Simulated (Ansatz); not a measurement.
# Hf2Pd2Se2Br2O3 (Cm) in Ansatz: band structure with PBEsol

Aim: the band structure of Hf2Pd2Se2Br2O3 with PBEsol.

Everything below comes from runs of Ansatz 0.2.0. Logs are shortened: lines on timing, memory, paths and dates and some standing lists are left out, and cuts for length are marked.

## Step 1: The crystal as given

It takes space group Cm (No. 8, monoclinic). Conventional cell: a = 15.354 Å, b = 3.419 Å, c = 13.208 Å, α = 90.00°, β = 107.63°, γ = 90.00°. Hf (site symmetry m) has 3 O at 1.97 to 2.13 Å as nearest neighbours. Around Hf (site symmetry m) lie 3 O at 1.87 to 2.09 Å. Around Pd (site symmetry m) lie 2 O at 2.23 Å and 2 Se at 2.41 Å. Around Pd (site symmetry m) lie 4 Se at 2.42 to 2.60 Å. Se (site symmetry m) has 2 Pd at 2.42 Å and 1 Hf at 2.76 Å as nearest neighbours. Se (site symmetry m) is surrounded by 4 Pd at 2.41 to 2.60 Å. Br (site symmetry m) has 3 Hf at 2.82 to 3.06 Å and 3 O at 3.21 to 3.22 Å as nearest neighbours. Around Br (site symmetry m) lie 2 Hf at 2.73 Å.

The cell was built by a generator and needn't be a form met in nature.

## Step 2: Band structure, PBEsol

The input, input.yaml:

```yaml
crystal:
  lattice:
    - [7.58666, -1.70971, -1.17576]
    - [7.58666, 1.70971, -1.17576]
    - [-2.02446, 0.0, 13.05155]
  atoms:
    - { symbol: Hf, position: [0.94514, 0.94514, 0.06144] }
    - { symbol: Hf, position: [0.60628, 0.60628, 0.28309] }
    - { symbol: Pd, position: [0.1792, 0.1792, 0.50964] }
    - { symbol: Pd, position: [0.32286, 0.32286, 0.74307] }
    - { symbol: Se, position: [0.92232, 0.92232, 0.84566] }
    - { symbol: Se, position: [0.78991, 0.78991, 0.588] }
    - { symbol: Br, position: [0.58645, 0.58645, 0.0452] }
    - { symbol: Br, position: [0.24604, 0.24604, 0.28651] }
    - { symbol: O, position: [0.59701, 0.59701, 0.42127] }
    - { symbol: O, position: [0.38554, 0.38554, 0.07302] }
    - { symbol: O, position: [0.03094, 0.03094, 0.22169] }
kpoints:
  mp_grid: { grid: [6, 6, 2] }
  band_path:
    path:
      - [0.0, 0.0, 0.0]
      - [0.5, 0.5, -1.0]
      - [0.3682145576, 0.3682145576, -1.1708748028]
      - [0.5, 0.5, -0.5]
      - [0.7411549895, 0.2588450105, -0.5]
    npoints: 12
scf:
  occupations: { method: fermi_dirac, width: 0.05 }
hamiltonian:
  xc: pbesol
  pseudopotentials: { kind: all_electron, lapw: { basis_error: 0.002 } }
output:
  forces: true
  stress: true
  eigenvalues: true
```

Potentials or basis: all-electron LAPW, scalar-relativistic.

The run is started by

```bash
> ansatz run input.yaml --threads 8 --pin off --max-ram 24576MiB --backend cpu --events-out ev --progress --plain --runs-dir out
```

What it wrote:

```text
Warning: RAYON_NUM_THREADS=8 ignored (pool sized by the plan → 8); use --threads N
LAPW: plane waves up to 11.471 Å⁻¹, error target 2.0e-3 eV per atom; small_component_spin mean_spin; O in spheres of 0.785 Å, 8 of its electrons in bands, Dirac shells []; Se in spheres of 1.088 Å, 24 of its electrons in bands, Dirac shells []; Br in spheres of 1.088 Å, 25 of its electrons in bands, Dirac shells []; Pd in spheres of 1.088 Å, 34 of its electrons in bands, Dirac shells []; Hf in spheres of 1.088 Å, 44 of its electrons in bands, Dirac shells [] (how accurate: hamiltonian.pseudopotentials.lapw.basis_error, Limitations)
Engine: ansatz 0.2.0, aarch64-unknown-linux-gnu
Pseudopotentials: kind: all_electron
Pseudopotential: Hf, LAPW, valence charge 44, lapw/all_electron/scalar/gaussian/Hf, Koelling and Harmon's equation, gaussian nucleus
Pseudopotential: Pd, LAPW, valence charge 34, lapw/all_electron/scalar/gaussian/Pd, Koelling and Harmon's equation, gaussian nucleus
Pseudopotential: Se, LAPW, valence charge 24, lapw/all_electron/scalar/gaussian/Se, Koelling and Harmon's equation, gaussian nucleus
[... 65 lines left out ...]
  atom  10  O      0.33660463    -0.00000000    -0.09842045
  atom  11  O      0.14213522    -0.00000000    -0.08906233
  max |Σ_I F_I| component: 1.62e-4 eV/Å
--- Stress (GPa, compression-positive) ---
       -1.790981       0.000000      -0.761722
        0.000000      -3.281771       0.000000
       -0.761722       0.000000      -2.318254
  P = ⅓ Tr σ = -2.4637 GPa (-24.637 kbar)
--- Band table (eV; the first three rows and the last of 26) ---
  k-point 0: bands = ["-508.8488", "-508.8270", "-508.7903", "-508.7657", "-508.6097", "-508.5329", "-501.5298", "-501.4905", "-499.5228", "-498.7978", "-498.7242", "-368.4426", "-368.4364", "-368.4058", "-368.3895", "-368.3875", "-368.3548", "-318.8341", "-318.7879", "-318.7385", "-318.6712", "-318.6289", "-318.6121", "-318.5749", "-318.5532", "-318.5407", "-318.5058", "-226.6494", "-226.5711", "-202.2421", "-201.8520", "-196.5479", "-196.5387", "-196.5088", "-196.5063", "-196.4959", "-196.4870", "-196.4820", "-196.4736", "-196.4610", "-196.4379", "-162.2940", "-162.2642", "-162.2581", "-162.2291", "-162.2110", "-162.1408", "-141.9426", "-141.9069", "-141.8654", "-141.5858", "-141.5347", "-141.4261", "-78.3664", "-78.2994", "-57.3162", "-57.2757", "-55.8169", "-55.8119", "-55.8051", "-55.7827", "-55.7819", "-55.7637", "-55.7623", "-55.7068", "-55.6927", "-55.6797", "-44.3650", "-44.3331", "-44.3132", "-44.2751", "-43.7329", "-43.6268", "-42.3651", "-42.3617", "-42.3266", "-42.3001", "-42.2933", "-42.0162", "-42.0151", "-41.9264", "-41.8921", "-41.8726", "-26.2120", "-26.1267", "-26.0825", "-25.9989", "-25.9330", "-25.9057", "-13.7907", "-13.0446", "-12.2908", "-10.1804", "-9.9942", "-7.9480", "-7.3601", "-7.2730", "-7.2417", "-7.2403", "-7.2230", "-7.2191", "-7.2145", "-7.1947", "-7.1830", "-7.1808", "-7.1708", "-7.1522", "-7.1468", "-7.1251", "-7.1119", "-1.1918", "-0.2974", "-0.1885", "-0.1233", "0.2097", "0.3597", "0.5511", "0.7678", "1.3671", "1.4927", "1.7023", "1.7286", "1.8497", "1.8891", "2.2290", "2.5109", "2.5816", "2.9268", "3.0019", "3.2090", "3.6661", "3.6705", "3.7346", "3.9250", "4.2201", "4.2437", "4.6092", "4.9374", "5.1641", "6.4702", "7.3149", "7.8292", "8.1418", "8.3023", "8.4998", "8.6546", "8.7563", "9.1340", "9.3170", "9.9257", "10.4041", "10.7538", "11.0075", "11.0839", "11.1314", "11.8996", "11.9261", "12.2388", "12.5939", "12.6937", "13.0274", "13.1904", "13.7127", "14.1630", "14.5540", "14.7686", "14.9702"]
  k-point 1: bands = ["-508.8488", "-508.8270", "-508.7903", "-508.7657", "-508.6097", "-508.5329", "-501.5298", "-501.4905", "-499.5228", "-498.7978", "-498.7242", "-368.4426", "-368.4364", "-368.4058", "-368.3895", "-368.3875", "-368.3548", "-318.8341", "-318.7879", "-318.7385", "-318.6712", "-318.6289", "-318.6121", "-318.5749", "-318.5532", "-318.5407", "-318.5058", "-226.6494", "-226.5711", "-202.2421", "-201.8520", "-196.5479", "-196.5387", "-196.5088", "-196.5063", "-196.4959", "-196.4870", "-196.4820", "-196.4736", "-196.4610", "-196.4379", "-162.2940", "-162.2642", "-162.2581", "-162.2291", "-162.2110", "-162.1408", "-141.9426", "-141.9069", "-141.8654", "-141.5858", "-141.5347", "-141.4261", "-78.3664", "-78.2994", "-57.3162", "-57.2757", "-55.8169", "-55.8119", "-55.8051", "-55.7827", "-55.7819", "-55.7637", "-55.7623", "-55.7068", "-55.6927", "-55.6797", "-44.3650", "-44.3331", "-44.3132", "-44.2751", "-43.7329", "-43.6268", "-42.3651", "-42.3617", "-42.3266", "-42.3001", "-42.2933", "-42.0162", "-42.0151", "-41.9264", "-41.8921", "-41.8726", "-26.2120", "-26.1267", "-26.0825", "-25.9989", "-25.9330", "-25.9057", "-13.7907", "-13.0446", "-12.2908", "-10.1804", "-9.9944", "-7.9463", "-7.3594", "-7.2729", "-7.2417", "-7.2408", "-7.2230", "-7.2191", "-7.2139", "-7.1942", "-7.1819", "-7.1808", "-7.1708", "-7.1569", "-7.1468", "-7.1244", "-7.1125", "-1.1869", "-0.1899", "-0.1888", "-0.1217", "0.0935", "0.3594", "0.5530", "0.6698", "1.3519", "1.4996", "1.6985", "1.7248", "1.8436", "2.1050", "2.1603", "2.5129", "2.7019", "2.9350", "2.9406", "3.2018", "3.5976", "3.6547", "3.7433", "3.8605", "4.2451", "4.3081", "4.6021", "4.9621", "5.0605", "6.4883", "7.3041", "7.7581", "8.1600", "8.3635", "8.5891", "8.7069", "8.9031", "9.1833", "9.2803", "9.6489", "10.1028", "10.6997", "11.0839", "11.1338", "11.4616", "11.8998", "12.0668", "12.2460", "12.5829", "12.6883", "12.8778", "13.0797", "13.7319", "14.0667", "14.4652", "14.8660", "14.9073"]
  k-point 2: bands = ["-508.8488", "-508.8270", "-508.7903", "-508.7657", "-508.6097", "-508.5329", "-501.5298", "-501.4905", "-499.5228", "-498.7978", "-498.7242", "-368.4426", "-368.4364", "-368.4058", "-368.3895", "-368.3875", "-368.3548", "-318.8341", "-318.7879", "-318.7385", "-318.6712", "-318.6289", "-318.6121", "-318.5749", "-318.5532", "-318.5407", "-318.5058", "-226.6494", "-226.5711", "-202.2421", "-201.8520", "-196.5479", "-196.5387", "-196.5088", "-196.5063", "-196.4959", "-196.4870", "-196.4820", "-196.4736", "-196.4610", "-196.4379", "-162.2940", "-162.2642", "-162.2581", "-162.2291", "-162.2110", "-162.1408", "-141.9426", "-141.9069", "-141.8654", "-141.5858", "-141.5347", "-141.4261", "-78.3662", "-78.2992", "-57.3137", "-57.2736", "-55.8169", "-55.8119", "-55.8051", "-55.7826", "-55.7819", "-55.7637", "-55.7622", "-55.7068", "-55.6927", "-55.6797", "-44.3693", "-44.3331", "-44.3178", "-44.2751", "-43.7326", "-43.6265", "-42.3648", "-42.3614", "-42.3266", "-42.2999", "-42.2934", "-42.0163", "-42.0146", "-41.9265", "-41.8921", "-41.8725", "-26.2009", "-26.1327", "-26.0779", "-26.0194", "-26.0033", "-25.9815", "-13.6875", "-12.8366", "-12.2690", "-10.0935", "-9.9085", "-7.7849", "-7.3111", "-7.2720", "-7.2440", "-7.2308", "-7.2296", "-7.2203", "-7.2082", "-7.1923", "-7.1875", "-7.1793", "-7.1632", "-7.1516", "-7.1373", "-7.1258", "-7.1076", "-0.9106", "-0.5881", "-0.1445", "-0.0580", "0.1501", "0.4876", "0.8801", "1.0869", "1.2127", "1.4125", "1.5585", "1.7218", "1.7837", "1.8306", "2.1817", "2.2961", "2.5060", "2.6240", "2.7438", "2.8338", "3.0927", "3.5225", "3.8505", "3.9104", "4.1799", "4.4580", "4.6674", "4.8388", "5.2606", "5.9729", "6.9770", "7.4202", "8.0224", "8.4951", "8.6942", "8.8567", "9.0576", "9.3512", "9.4789", "10.2400", "10.4345", "10.6514", "11.0405", "11.1338", "11.3833", "11.8203", "12.1690", "12.5286", "13.0033", "13.4236", "13.6403", "13.8325", "13.9633", "14.4627", "14.5810", "14.8795", "15.0554"]
  k-point 25: bands = ["-508.8488", "-508.8270", "-508.7903", "-508.7657", "-508.6097", "-508.5329", "-501.5298", "-501.4905", "-499.5228", "-498.7978", "-498.7242", "-368.4426", "-368.4364", "-368.4058", "-368.3895", "-368.3875", "-368.3548", "-318.8341", "-318.7879", "-318.7385", "-318.6712", "-318.6289", "-318.6121", "-318.5749", "-318.5532", "-318.5407", "-318.5058", "-226.6494", "-226.5711", "-202.2421", "-201.8520", "-196.5479", "-196.5387", "-196.5088", "-196.5063", "-196.4959", "-196.4870", "-196.4820", "-196.4736", "-196.4610", "-196.4379", "-162.2940", "-162.2642", "-162.2581", "-162.2291", "-162.2110", "-162.1408", "-141.9426", "-141.9069", "-141.8654", "-141.5858", "-141.5347", "-141.4261", "-78.3664", "-78.2994", "-57.3162", "-57.2757", "-55.8169", "-55.8119", "-55.8051", "-55.7827", "-55.7819", "-55.7637", "-55.7623", "-55.7068", "-55.6927", "-55.6797", "-44.3650", "-44.3331", "-44.3132", "-44.2751", "-43.7329", "-43.6268", "-42.3651", "-42.3617", "-42.3266", "-42.3001", "-42.2933", "-42.0162", "-42.0151", "-41.9264", "-41.8921", "-41.8726", "-26.2120", "-26.1267", "-26.0825", "-25.9989", "-25.9330", "-25.9057", "-13.7903", "-13.0445", "-12.2907", "-10.1831", "-9.9930", "-7.9480", "-7.3601", "-7.2730", "-7.2417", "-7.2403", "-7.2230", "-7.2191", "-7.2145", "-7.1947", "-7.1830", "-7.1808", "-7.1708", "-7.1524", "-7.1468", "-7.1253", "-7.1119", "-1.1814", "-0.2960", "-0.1883", "-0.0520", "0.2458", "0.3610", "0.5513", "0.7453", "1.2489", "1.4261", "1.7023", "1.7477", "1.8171", "1.9275", "2.1902", "2.5151", "2.5917", "2.9266", "2.9997", "3.2044", "3.6706", "3.6729", "3.7348", "3.9293", "4.2194", "4.2432", "4.5970", "4.9313", "5.1585", "6.4703", "7.3223", "7.8289", "8.2139", "8.5032", "8.5764", "8.7494", "9.0769", "9.3126", "9.3944", "10.0204", "10.1285", "10.4483", "11.1260", "11.1367", "11.4318", "11.5045", "11.7446", "11.9094", "12.0600", "12.3160", "13.1221", "13.3834", "13.5569", "13.7881", "14.2832", "14.3771", "15.3155"]
```

It took 12 min on 8 threads of Arm Neoverse V2, shared host; peak memory 6.7 GiB.

What came out:

| Item | Value |
| --- | --- |
| Free energy | -1374787.8531 eV |
| Pressure | -2.5 GPa |
| Largest force | 0.351 eV/Å |
| Band gap on the k mesh | 0.64 eV, indirect (least direct gap 0.65 eV) |
| Band gap along the path | 0.71 eV, indirect (least direct gap 0.72 eV) |

Forces in eV/Å, atoms in the order of the input:
```
Hf   0.076  0.000  0.161
Hf  -0.055  0.000  0.143
Pd   0.148  0.000 -0.162
Pd   0.295  0.000  0.026
Se  -0.289  0.000 -0.103
Se  -0.322  0.000  0.063
Br  -0.301  0.000  0.143
Br  -0.336  0.000  0.043
O    0.306  0.000 -0.127
O    0.337  0.000 -0.098
O    0.142  0.000 -0.089
```

Stress tensor (GPa, compression positive):
```
-1.79  0.00 -0.76
 0.00 -3.28  0.00
-0.76  0.00 -2.32
```

Levels at the corners of the path, in eV from the valence-band top:
```csv
point,band 136,band 137,band 138,band 139,band 140,band 141,band 142,band 143
Γ,-1.02,-0.66,-0.33,-0.10,1.20,2.05,2.56,2.87
Y,-0.97,-0.68,-0.31,-0.19,1.22,2.04,2.49,2.98
F,-1.02,-0.67,-0.33,-0.13,1.21,2.05,2.54,2.96
L,-1.02,-0.67,-0.34,-0.11,1.20,2.06,2.56,2.95
I,-0.93,-0.84,-0.64,-0.45,1.32,1.83,2.68,2.78
```

Caveat: spin-orbit coupling is left out, which moves the levels of the heavy elements.
